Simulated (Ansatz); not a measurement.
# GeCO (singlet): wave-function methods side by side, cc-pVTZ

An exercise on one series of results from a longer session: the logs are not shown, and one member is left open.

Computed with Ansatz 0.2.0, Gaussian basis. Level: cc-pVTZ, core rule «outside noble gas», up to 16 orbitals frozen.

The runs, in order: UHF; CCSD(T) on RHF; CCSD(T) on UHF; BCCD(T) on RHF; CCSDT(Q) on RHF; CASSCF and NEVPT2, 14 electrons in 12 orbitals.

3 further runs of the same task are left out: 3 set aside as unsound or not needed.

## The system

The geometry is a PBE0/def2-TZVP stationary point (not a proven minimum). No spin-orbit coupling is included. The filled d shell of Ge may be among the frozen orbitals whatever the setting's name suggests; the logs give the count.

3 atoms, charge 0, spin multiplicity 1.

Atoms are counted from 1 here; the program's logs count them from 0.

Bond lengths: Ge1–C2 1.922 Å, C2–O3 1.153 Å. Angles: Ge1–C2–O3 180.0°.

Coordinates:

```
Ge    0.0000    0.0000    1.6654
C     0.0000    0.0000   -0.2562
O     0.0000    0.0000   -1.4091
```

Set-up of the first run:

File in.yaml:

```yaml
crystal:
  periodic: [false, false, false]
  atoms:
    - {symbol: Ge, position_ang: [0.000000, 0.000000, 1.665367]}
    - {symbol: C, position_ang: [0.000000, 0.000000, -0.256233]}
    - {symbol: O, position_ang: [0.000000, 0.000000, -1.409133]}
basis:
  gaussian: {orbitals: cc-pVTZ}
magnetization: {spin_polarized: true, initial_magnetization: 0}
hamiltonian: {xc: hf}
output: {orbitals: {seedname: orbitals}}
```

Run with:

```console
$ ansatz run in.yaml --threads 1 --pin off --events-out ev --progress --plain --max-ram 4096MiB --backend cpu
```

Steps of the session up to this table: UHF; CCSD(T) on RHF; CCSD(T) on UHF; BCCD(T) on RHF; CCSDT(Q) on RHF; CASSCF and NEVPT2, 14 electrons in 12 orbitals.

One of the session's tables, all rows but one given; the rest of the session is left out.

```
        method  from RCCSDT(Q) (meV)
           RHF              +13552.7
           UHF              +12618.2
          RMP2               +1197.7
          UMP2                +712.2
         RCCSD                +885.1
         UCCSD                +409.1
      RCCSD(T)                +184.1
      UCCSD(T)                -271.0
       BCCD(T)                     ?
        RCCSDT                +119.7
     RCCSDT(Q)                     0
CASSCF valence               +8896.0
NEVPT2 valence               +1828.1
```

**Question.** Estimate the row for BCCD(T).

The run gave: from RCCSDT(Q) (meV): +176.3. In the column «from RCCSDT(Q) (meV)» it lies between RCCSDT (+119.7) and RCCSD(T) (+184.1).

The program flags UCCSD(T) as in doubt (see the logs), so those rows may rest on another solution; read them beside their warnings.

Limits of these values: The determinant is far from a pure spin state, so its energy mixes those of several spin states (harmless only where they are near-degenerate, as at dissociation). The program flags UCCSD(T) as in doubt, so those rows may rest on another solution; read them beside their warnings. Warnings: restricted reference is unstable; spin contamination; large T1 diagnostic. Restricted and unrestricted rows rest on different reference determinants; where their highest levels disagree by more than a few hundredths of an eV, they describe different states and don't form one ladder.
